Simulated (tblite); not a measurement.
# H46Si43: the cost of one run

Programs: tblite 0.8.0 and PySCF 2.14.0, with routines of our own; each step states its level. All values are computed. Atoms count from 0.

### Step 1. The system as given

89 atoms, charge 0, multiplicity 1; geometry from: force field, distance geometry or constructed start.

### Step 2. Optimising the geometry with GFN1-xTB

Job settings and geometry (Å):

```
{"job": {"kind": "relax", "xc": "GFN1-xTB", "basis": "xTB"}, "charge": 0, "multiplicity": 1}
Si    -2.713500    -0.090900    -3.831700
Si    -4.641800    -1.195100    -0.701400
Si    -4.633400    -1.200000    -3.045200
Si    -2.719100    -4.519000    -0.700700
Si    -2.719400    -0.090300     2.444500
Si    -2.721700    -0.089600     0.086800
Si    -4.638500    -1.196000     3.221700
Si    -4.635200    -3.412200     2.442600
Si    -4.635900    -3.417000     0.089000
Si    -2.721200     2.127300    -0.692900
Si    -2.720500     2.126900    -3.048300
Si    -4.641100     3.234700     2.441100
Si    -4.642000     3.237400     0.094400
Si    -2.716200     2.127500     3.222300
Si     4.960000    -0.084000    -3.829900
Si     1.120000    -0.088500    -3.823800
Si     3.042400    -1.195800    -0.693600
Si     3.040900    -1.201100    -3.047200
Si    -0.798900    -1.195900    -0.692000
Si    -0.795500    -1.196800    -3.043500
Si     1.119600    -4.519600    -0.693000
Si     4.961300    -0.087600     2.440900
Si     4.965600    -0.084500     0.096000
Si     1.117700    -0.093400     2.439600
Si     1.122400    -0.086500     0.090300
Si     3.035900    -1.198600     3.227500
Si     3.042700    -3.412600     2.440400
Si     3.041400    -3.414300     0.090600
Si    -0.797700    -1.197300     3.223000
Si    -0.797200    -3.414500     2.444500
Si    -0.794700    -3.414300     0.088300
Si     3.040100     3.238000    -3.829900
Si     4.961200     2.128200    -0.696400
Si     4.964300     2.126800    -3.042500
Si    -0.797100     3.238500    -3.833400
Si     1.122400     2.130300    -0.697400
Si     1.121100     2.128200    -3.050300
Si     3.042900     3.239200     2.438500
Si     3.043100     3.232800     0.089300
Si     4.957400     2.131500     3.226200
Si    -0.798400     3.234400     2.444900
Si    -0.792400     3.231100     0.093100
Si     1.126800     2.129100     3.221400
H     -2.715800    -0.089600    -5.271900
H     -5.818000    -0.517100    -0.212100
H     -5.816200    -0.517200    -3.529600
H     -4.636200    -2.555200    -3.526800
H     -2.718700    -4.520800    -2.132200
H     -2.716800    -5.880700    -0.214300
H     -5.812400    -0.518100     2.747000
H     -4.639500    -1.205000     4.668100
H     -3.726900    -4.328100     3.087500
H     -5.814700    -4.094100     2.921200
H     -5.817700    -4.095300    -0.393600
H     -3.893500     2.806100    -3.524700
H     -4.639100     4.597400     2.921700
H     -5.807700     2.552200     2.919200
H     -4.635900     4.602000    -0.391300
H     -5.814200     2.557200    -0.386600
H     -2.719300     2.130100     4.664000
H      4.958400    -0.088200    -5.268600
H      6.141800    -0.768200    -3.352000
H      1.123600    -0.088400    -5.269300
H      3.041800    -2.551800    -3.525100
H     -0.792600    -2.552000    -3.524200
H      1.117000    -4.521600    -2.133200
H      1.124300    -5.878000    -0.215700
H      6.140400    -0.769600     2.927000
H      6.133900    -0.773200    -0.395600
H      3.039300    -1.201100     4.670900
H      4.216800    -4.097700     2.924400
H      2.135200    -4.333100     3.090400
H      4.219700    -4.095000    -0.386400
H     -0.797900    -1.192800     4.666500
H     -1.698600    -4.329100     3.084100
H      0.114000    -4.331000     3.087200
H      3.039900     4.593800    -3.349400
H      3.042600     3.238700    -5.264700
H      6.137500     2.803300    -0.218000
H      6.135900     2.802000    -3.523700
H     -0.799800     4.593500    -3.350100
H     -0.802500     3.234100    -5.268100
H      3.043900     4.593100     2.926500
H      3.038100     4.593400    -0.391300
H      6.129500     2.812800     2.746100
H      4.959100     2.134300     4.666800
H     -0.797000     4.592600     2.921400
H     -0.802900     4.596800    -0.391700
H      1.122300     2.131700     4.665900
```

Command:

```bash
OMP_NUM_THREADS=8 python large_run.py task.json out
```

The driver reads the jobs from task.json and runs them one after another.

Q: Estimate the wall time and peak memory of this first job on 8 threads of Arm Neoverse V1, shared host.

About 22 s, with a peak of 0.17 GiB.
